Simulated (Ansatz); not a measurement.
Working through an atomisation energy of CH₃F₂N, SMILES NC(F)F

Program: Ansatz 0.2.0 through its Python package.

Typed at the interpreter:
```pycon
>>> from collections import Counter
>>> from dataclasses import dataclass
>>> import ansatz as az
>>> @dataclass(frozen=True)
... class RunConfig:
...     basis: str = "aug-cc-pVDZ"
...     level: str = "mp2"
...
>>> opts = RunConfig()
>>> def energy_of(molecule, charge=0, unpaired=0):
...     calc = (
...         molecule.calculation()
...         .basis(gaussian=opts.basis)
...         .correlation(opts.level)
...         .accuracy("high")
...     )
...     if charge:
...         calc = calc.charge(charge)
...     if unpaired:
...         calc = calc.spin("collinear", total=unpaired)
...     report = calc.run(threads=1, pin="off").report
...     if report["published_state_doubts"]:
...         print("  doubts:", report["published_state_doubts"])
...     return report["free_energy_ev"]
...
>>> geometry_ang = [
...     ("N", (-0.0605, 0.7718, -0.393)),
...     ("C", (0.0736, -0.5243, 0.0813)),
...     ("F", (1.2833, -0.9307, -0.2741)),
...     ("F", (-0.7355, -1.3179, -0.5398)),
...     ("H", (0.5627, 1.405, 0.0512)),
...     ("H", (-1.0411, 1.1294, -0.1404)),
...     ("H", (-0.0212, -0.6012, 1.1692)),
... ]
>>> system = az.Crystal.molecule()
>>> for symbol, xyz in geometry_ang:
...     system = system.atom(symbol, xyz)
...
>>> unpaired = {"N": 3, "C": 2, "F": 1, "H": 1}
>>> counts = Counter(site.symbol for site in system.cartesian_sites)
>>> atom_energy = {s: energy_of(az.Crystal.molecule().atom(s, (0, 0, 0)), 0, unpaired[s]) for s in counts}
>>> whole = energy_of(system, 0, 0)
>>> for s, e in atom_energy.items():
...     print(f"{s:2s} x{counts[s]}  {e:14.5f} eV")
...
N  x1     -1482.15451 eV
C  x1     -1026.99757 eV
F  x2     -2708.50435 eV
H  x3       -13.58758 eV
>>> print(f"CH3F2N: {whole:.5f} eV")
CH3F2N: -7991.94940 eV
>>> split = sum(counts[s] * e for s, e in atom_energy.items()) - whole
>>> print(f"atomisation energy (no zero-point term): {split:.3f} eV, {split / sum(counts.values()):.3f} eV an atom")
atomisation energy (no zero-point term): 25.026 eV, 3.575 eV an atom
```

25.026 eV from the electronic energies, without the zero-point term.

These settings explore the input space; basis and method may be short of convergence. The geometry is a force-field or estimated start, not a minimum of this method, and the basis set is short of its limit. All parts are taken at fixed geometry, without zero-point energy. In double-zeta sets correlated atomisation energies come out some 10 to 15 % low. Finished in 7.3 s on 1 thread of Arm Neoverse V1, with other jobs on the host, peak memory 0.45 GiB.
